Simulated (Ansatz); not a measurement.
**C4H10SeZn: basis-set convergence**

An exercise on one series of results from a longer session: the logs are not shown, and one member is left open.

Computed with Ansatz 0.2.0, Gaussian basis. Level: one geometry, several basis sets.

Levels to be run: PBE0-D4/def2-SVP; ωB97M-V/def2-SVP; PBE0-D4/def2-QZVPP; ωB97M-V/def2-QZVPP; the functionals' def2-TZVPP values are taken from earlier runs.

**The geometry**

An earlier PBE0-D4 in a triple-zeta def2 set relaxation fixed the geometry.

SMILES `[CH3][Zn][Se]C(C)C`, 16 atoms, charge 0, spin multiplicity 1.

Atoms are counted from 1 here; the program's logs count them from 0.

Bond lengths: C1–Zn2 1.940 Å, C1–H7 1.092 Å, C1–H8 1.092 Å, C1–H9 1.092 Å, Zn2–Se3 2.298 Å, Se3–C4 1.986 Å, C4–C5 1.515 Å, C4–C6 1.515 Å, C4–H10 1.093 Å, C5–H11 1.096 Å, C5–H12 1.090 Å, C5–H13 1.095 Å, C6–H14 1.095 Å, C6–H15 1.090 Å, C6–H16 1.096 Å. Angles: Zn2–C1–H7 110.5°, Zn2–C1–H8 110.7°, Zn2–C1–H9 110.7°, H7–C1–H8 108.3°, H7–C1–H9 108.2°, H8–C1–H9 108.4°, C1–Zn2–Se3 179.5°, Zn2–Se3–C4 98.5°, Se3–C4–C5 112.0°, Se3–C4–C6 112.0°, Se3–C4–H10 101.5°, C5–C4–C6 112.5°, C5–C4–H10 109.1°, C6–C4–H10 109.1°, C4–C5–H11 110.2°, C4–C5–H12 111.6°, C4–C5–H13 111.0°, H11–C5–H12 108.5° and more.

Coordinates:

```csv
atom,x (Å),y (Å),z (Å)
C1,-2.0893,2.5850,0.0967
Zn2,-0.9435,1.2938,0.9827
Se3,0.4091,-0.2265,2.0502
C4,1.0421,-1.2252,0.4550
C5,1.8639,-0.3529,-0.4715
C6,-0.0925,-1.9252,-0.2644
H7,-2.4893,3.2999,0.8196
H8,-2.9292,2.0858,-0.3913
H9,-1.5310,3.1408,-0.6598
H10,1.6932,-1.9753,0.9122
H11,2.3000,-0.9580,-1.2743
H12,2.6721,0.1493,0.0607
H13,1.2418,0.4163,-0.9406
H14,-0.7692,-1.2002,-0.7286
H15,-0.6795,-2.5430,0.4155
H16,0.3015,-2.5645,-1.0623
```

The first run:

The input, in.yaml:

```yaml
crystal:
  periodic: [false, false, false]
  atoms:
    - {symbol: C, position_ang: [-2.089349, 2.585005, 0.096732]}
    - {symbol: Zn, position_ang: [-0.943547, 1.293827, 0.982654]}
    - {symbol: Se, position_ang: [0.409084, -0.226526, 2.050192]}
    - {symbol: C, position_ang: [1.042126, -1.225250, 0.455024]}
    - {symbol: C, position_ang: [1.863947, -0.352933, -0.471469]}
    - {symbol: C, position_ang: [-0.092505, -1.925151, -0.264354]}
    - {symbol: H, position_ang: [-2.489291, 3.299850, 0.819609]}
    - {symbol: H, position_ang: [-2.929224, 2.085796, -0.391272]}
    - {symbol: H, position_ang: [-1.531014, 3.140765, -0.659784]}
    - {symbol: H, position_ang: [1.693187, -1.975289, 0.912246]}
    - {symbol: H, position_ang: [2.299971, -0.957977, -1.274342]}
    - {symbol: H, position_ang: [2.672111, 0.149345, 0.060667]}
    - {symbol: H, position_ang: [1.241751, 0.416270, -0.940560]}
    - {symbol: H, position_ang: [-0.769204, -1.200208, -0.728578]}
    - {symbol: H, position_ang: [-0.679531, -2.542991, 0.415537]}
    - {symbol: H, position_ang: [0.301498, -2.564534, -1.062313]}
basis:
  gaussian: {orbitals: def2-SVP}
hamiltonian: {xc: pbe0, dispersion: d4}
output: {orbitals: {seedname: orbitals}}
```

The run is started by

```
$ ansatz run in.yaml --threads 2 --pin off --events-out ev --progress --plain --max-ram 20480MiB --backend cpu
```

Among the steps run: PBE0-D4 in def2-SVP; ωB97M-V in def2-SVP; PBE0-D4 in def2-QZVPP; ωB97M-V in def2-QZVPP.

One table of the session follows, with a row left open; its other results are not shown here.

It belongs to the step «Functionals by basis». 

```
functional       basis  HOMO (eV)
   PBE0-D4    def2-SVP      -6.05
   PBE0-D4  def2-TZVPP      -6.23
   PBE0-D4  def2-QZVPP      -6.25
   ωB97M-V    def2-SVP      -8.19
   ωB97M-V  def2-TZVPP          ?
   ωB97M-V  def2-QZVPP      -8.40
```

Q: Estimate the row for ωB97M-V, def2-TZVPP from the others.

**Answer.** HOMO (eV): -8.38. In the column «HOMO (eV)» it lies between ωB97M-V, def2-QZVPP (-8.40) and ωB97M-V, def2-SVP (-8.19).
